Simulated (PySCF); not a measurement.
# One shape, several levels: C2HAlClF (SMILES C#[C][Al]([F])[Cl])

We compute a comparison of 6 runs (HF/def2-SVP, B3LYP/6-31G*, BLYP/6-311+G**, SVWN5/def2-TZVP, MP2/3-21G) of C2HAlClF. Input form: a Python script.

Program for the calculation: PySCF 2.14.0.

## (1) Starting point

C2HAlClF has 6 atoms, charge 0, and is taken as a singlet. As SMILES, `C#[C][Al]([F])[Cl]`. The coordinates come from a PBE0-D4/def2-TZVP relaxation.

Bond lengths: C1–C2 1.208 Å, C2–Al3 1.878 Å, Al3–F4 1.637 Å, Al3–Cl5 2.072 Å, C1–H6 1.067 Å. Angles: C1–C2–Al3 179.1°, C2–Al3–F4 120.0°, C2–Al3–Cl5 121.8°, F4–Al3–Cl5 118.1°, C2–C1–H6 180.0°.

## (2) Energy and gradient at HF/def2-SVP (run 1)

mol.xyz

```xyz
6

C      0.079200     0.550300     1.791600
C      0.021300     0.146100     0.654200
Al    -0.061900    -0.456300    -1.122700
F     -0.437800    -2.016700    -1.442100
Cl     0.311400     0.805300    -2.722900
H      0.130000     0.907400     2.795800
```

calc.py

```python
from pyscf import gto, scf

molecule = gto.M(
    atom='mol.xyz',
    basis='def2-svp',
    max_memory=1860,
    verbose=3,
)

mf = scf.RHF(molecule)
mf.conv_tol = 1e-10
mf.kernel()
if not mf.converged:
    mf = mf.newton().run(mf.mo_coeff, mf.mo_occ)

e_tot = mf.e_tot
print('Final energy', e_tot)
grad = mf.nuc_grad_method().kernel()
mf.analyze()
```

Started as:

```console
$ OMP_NUM_THREADS=1 python calc.py
```

The program printed:

```text
converged SCF energy = -876.922936972252
[... 13 lines left out ...]
MO #3   energy= -26.2589863676568  occ= 2
[... 9 lines left out ...]
MO #13  energy= -3.27403118073874  occ= 2
[... 9 lines left out ...]
MO #23  energy= -0.47965212168237  occ= 2
[... 9 lines left out ...]
MO #33  energy= 0.262231538173468  occ= 0
[... 9 lines left out ...]
MO #43  energy= 0.699174362356352  occ= 0
[... 9 lines left out ...]
MO #53  energy= 1.09151438559854   occ= 0
[... 9 lines left out ...]
MO #63  energy= 1.58327648723475   occ= 0
[... 9 lines left out ...]
MO #73  energy= 2.23580663545182   occ= 0
[... 9 lines left out ...]
MO #83  energy= 4.04038751494443   occ= 0
[... 7 lines left out ...]
Dipole moment(X, Y, Z, Debye):  0.18081,  1.05259,  2.16007
```

Wall time 9.1 s (1 thread of Intel Xeon at 2.50GHz (Skylake/Cascade Lake), shared host); peak memory 0.16 GiB.

## (3) Energy and gradient at B3LYP/6-31G(d) (spherical functions) (run 2)

job.py

```python
# C#[C][Al]([F])[Cl]
from pyscf import gto, dft

mol = gto.M(
    atom='''
C        0.079200       0.550300       1.791600
C        0.021300       0.146100       0.654200
Al      -0.061900      -0.456300      -1.122700
F       -0.437800      -2.016700      -1.442100
Cl       0.311400       0.805300      -2.722900
H        0.130000       0.907400       2.795800
''',
    max_memory=1860,
    verbose=3,
    basis='6-31g*',
)

myscf = dft.RKS(mol, xc='b3lyp')
myscf.grids.level = 5
myscf.conv_tol = 1e-10
myscf.kernel()
if not myscf.converged:
    myscf = myscf.newton().run(myscf.mo_coeff, myscf.mo_occ)

etot = myscf.e_tot
print('Final energy', etot)
grad = myscf.nuc_grad_method().kernel()
dip = myscf.dip_moment()
pop, q = myscf.mulliken_pop()
```

Started as:

```console
$ OMP_NUM_THREADS=1 python job.py
```

The program printed:

```text
converged SCF energy = -879.366112285004
Final energy -879.3661122850039
[... 9 lines left out ...]
Dipole moment(X, Y, Z, Debye):  0.10055,  0.73087,  2.16585
[... 87 lines left out ...]
charge of    5H =      0.20831
```

It took 58 s on 1 thread of Intel Xeon at 2.50GHz (Skylake/Cascade Lake), shared host; peak memory 0.78 GiB.

Runs 3 to 5 aren't shown in full; the table further down has their settings and results.

## (4) Energy and forces at MP2/3-21G (run 6)

calc.py

```python
from pyscf import gto, scf, mp

system = gto.M(
    atom='''
C      0.079200     0.550300     1.791600
C      0.021300     0.146100     0.654200
Al    -0.061900    -0.456300    -1.122700
F     -0.437800    -2.016700    -1.442100
Cl     0.311400     0.805300    -2.722900
H      0.130000     0.907400     2.795800
''',
    charge=0,
    verbose=3,
    max_memory=1860,
    basis='3-21g',
)

calc0 = scf.RHF(system)
calc0.conv_tol = 1e-10
calc0.kernel()
if not calc0.converged:
    calc0 = calc0.newton().run(calc0.mo_coeff, calc0.mo_occ)

pt = mp.MP2(calc0, frozen=13).run()
e_tot = pt.e_tot
print(f'total energy: {e_tot:.8f} hartree')
grad = pt.nuc_grad_method().kernel()
calc0.analyze()
```

Started as:

```console
$ OMP_NUM_THREADS=1 python calc.py
```

The program printed:

```text
converged SCF energy = -872.799840313556
[... 18 lines left out ...]
MO #6   energy= -10.4993528129603  occ= 2
[... 6 lines left out ...]
MO #13  energy= -3.27006116432726  occ= 2
[... 6 lines left out ...]
MO #20  energy= -0.616821986563193 occ= 2
[... 6 lines left out ...]
MO #27  energy= 0.053352207359981  occ= 0
[... 6 lines left out ...]
MO #34  energy= 0.330286469505829  occ= 0
[... 6 lines left out ...]
MO #41  energy= 0.857686509728215  occ= 0
[... 6 lines left out ...]
MO #48  energy= 1.26004306059299   occ= 0
[... 6 lines left out ...]
MO #55  energy= 3.73542998484172   occ= 0
[... 7 lines left out ...]
Dipole moment(X, Y, Z, Debye):  0.02114,  0.56205,  3.16933
```

Wall time 7.2 s (1 thread of Intel Xeon at 2.50GHz (Skylake/Cascade Lake), shared host); peak memory 0.2 GiB.

## (5) The series

```
run                               level  integration grid  Cartesian functions  energy (Eh)  dipole moment (D) of the reference  HOMO energy (eV)  LUMO energy (eV)  wall time
  1                         HF/def2-SVP                 –                   no  -876.922937                                2.41            -11.47              1.70      9.1 s
  2  B3LYP/6-31G* (spherical functions)                 5                   no  -879.366112                                2.29             -8.19             -1.50       58 s
  3  B3LYP/6-31G* (Cartesian functions)                 5                  yes  -879.374325                                2.29             -8.19             -1.50       57 s
  4                      BLYP/6-311+G**                 5                   no  -879.419714                                2.22             -7.40             -2.33       89 s
  5                     SVWN5/def2-TZVP                 5                   no  -875.608642                                2.04             -7.72             -2.60    2.3 min
  6                           MP2/3-21G                 –                   no  -873.169427                                3.22            -11.65              1.45      7.2 s
```

## (6) What came out

| quantity | value |
| --- | --- |
| run 6: total energy | -873.16943 Eh |
| run 6: dipole moment (Hartree–Fock density) | 3.22 D |
| run 6: HOMO energy (Hartree–Fock orbitals) | -11.65 eV |
| run 6: LUMO energy (Hartree–Fock orbitals) | 1.45 eV |
| run 6: HOMO–LUMO gap (Hartree–Fock orbitals) | 13.10 eV |
| run 6: correlation energy (13 core orbitals frozen) | -369.6 mEh |
| run 6: largest force on an atom | 2.499 eV/Å |

**Reading.** Over runs 1, 2, 3, 4, 5 the dipole moment (its size) runs from 2.04 D (SVWN5/def2-TZVP) to 2.41 D (HF/def2-SVP). The two ends differ in method and basis. Over runs 1, 2, 3, 4, 5 the HOMO–LUMO gap runs from 5.07 eV (BLYP/6-311+G**) to 13.17 eV (HF/def2-SVP). Totals of different functionals can't be ranked against each other. All runs together took 6 min, the longest 2.3 min.
